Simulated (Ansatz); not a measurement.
# Ta4Mo: the cost of one run

Program: Ansatz 0.2.0. Level of theory: DFT PBE, scalar-relativistic, plane waves, PAW. These are calculated values, not measurements.

## (1) Starting point

The structure is tetragonal, space group P4/mmm (No. 123). The conventional cell has a = 6.219 Å, b = 6.219 Å, c = 2.137 Å, α = 90.00°, β = 90.00°, γ = 90.00°. Ta (site symmetry m2m) has 1 Mo at 1.84 Å as nearest neighbours. Mo (site symmetry 4/mmm) has 4 Ta at 1.84 Å as nearest neighbours.

As a file:

```xyz
5
Lattice="6.2191 0.0000 0.0000 0.0000 6.2191 0.0000 0.0000 0.0000 2.1366" Properties=species:S:1:pos:R:3 pbc="T T T"
Ta    4.3756    0.0000    1.0683
Ta    1.8434    0.0000    1.0683
Ta    0.0000    4.3756    1.0683
Ta    0.0000    1.8434    1.0683
Mo    0.0000    0.0000    1.0683
```

A structure generator made this guess: random cell by space group and Wyckoff sites (P4/mmm, No. 123). Its size is a rough estimate.

## (2) The guess as it stands, on a coarse mesh

Input file input.yaml:

```yaml
crystal:
  lattice:
    - [6.21905612, 0.0, 0.0]
    - [0.0, 6.21905612, 0.0]
    - [0.0, 0.0, 2.13663448]
  atoms:
    - { symbol: Ta, position: [0.70358069, 0.0, 0.5] }
    - { symbol: Ta, position: [0.29641931, 0.0, 0.5] }
    - { symbol: Ta, position: [0.0, 0.70358069, 0.5] }
    - { symbol: Ta, position: [0.0, 0.29641931, 0.5] }
    - { symbol: Mo, position: [0.0, 0.0, 0.5] }
basis:
  ecutwfc: 420
kpoints:
  mp_grid: { grid: [4, 4, 8] }
hamiltonian:
  xc: pbe
scf:
  occupations: { method: gaussian, width: 0.1 }
  lower_state_search: "off"
output:
  forces: true
  stress: true
  eigenvalues: true
```

Run with:

```sh
$ ansatz run input.yaml --threads 1 --pin off --max-ram 2560MiB --backend cpu --events-out ev --progress --plain --runs-dir out
```

**Question.** How long does this run take on 1 thread of Intel Xeon Platinum 8259CL at 2.50GHz (Skylake/Cascade Lake), shared host, and how much memory does it need?

About 10 s, with a peak of 0.45 GiB.
